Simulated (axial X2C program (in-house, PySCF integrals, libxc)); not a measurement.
# TaSH: bond lengths and stretches, held linear

An exercise on one series of results from a longer session: the logs are not shown, and one member is left open.

Method: all-electron X2C, two-component (2c) or spin-free, Ta dyall-v3z, S dyall-av3z, H dyall-v3z; program: an in-house X2C program for linear molecules on PySCF integrals.

All values are calculated.

2 further runs of the same task are left out: 2 set aside as unsound or not needed.

The first run:

task.json reads:

```json
{"zs": [73, 16, 1], "q": 0, "bas": ["dyall-v3z", "dyall-av3z", "dyall-v3z"], "r0": [2.49, 1.34], "symm": 0, "scan": ["PBE0", "HF", "TPSSh"], "levels": ["PBE0", "HF", "B3LYP"], "nst": 2}
```

Keys: zs atomic numbers; q charge; bas basis sets; r0 starting distance in Å; symm equal bonds; scan levels of the two-bond scan (MP2 follows by itself at each HF point); levels methods; nst determinants followed.

The run is started by

```bash
> python solin.py task.json out
```

Masses Ta 180.948, S 31.972, H 1.008 u.

Among the steps run: Scan at PBE0, 2c; Scan at HF, 2c; Scan at TPSSh, 2c.

One table of the session follows, with a row left open; its other results are not shown here.

| level | r(Ta–S) (Å) | r(S–H) (Å) | lower stretch (cm⁻¹) | upper stretch (cm⁻¹) |
| --- | --- | --- | --- | --- |
| PBE0, 2c | ? | ? | ? | ? |
| HF, 2c | 2.361 | 1.325 | 323.8 | 2786.2 |
| TPSSh, 2c | 2.254 | 1.378 | 377.4 | 2273.2 |
| MP2, 2c | 2.268 | 1.346 | 374.4 | 2598.0 |
| PBE0, spin-free | 2.257 | 1.370 | 377.1 | 2381.1 |
| HF, spin-free | 2.361 | 1.325 | 324.2 | 2785.3 |
| TPSSh, spin-free | 2.254 | 1.379 | 377.9 | 2264.1 |
| MP2, spin-free | 2.267 | 1.347 | 375.2 | 2594.0 |

Q: Estimate the row for PBE0, 2c from the others.

As computed: r(Ta–S) (Å): 2.257; r(S–H) (Å): 1.369; lower stretch (cm⁻¹): 376.5; upper stretch (cm⁻¹): 2388.7.

Scans not shown above were run alike.

Limits of these values: The molecule was held linear; bending was not examined, so a bent shape may lie lower.
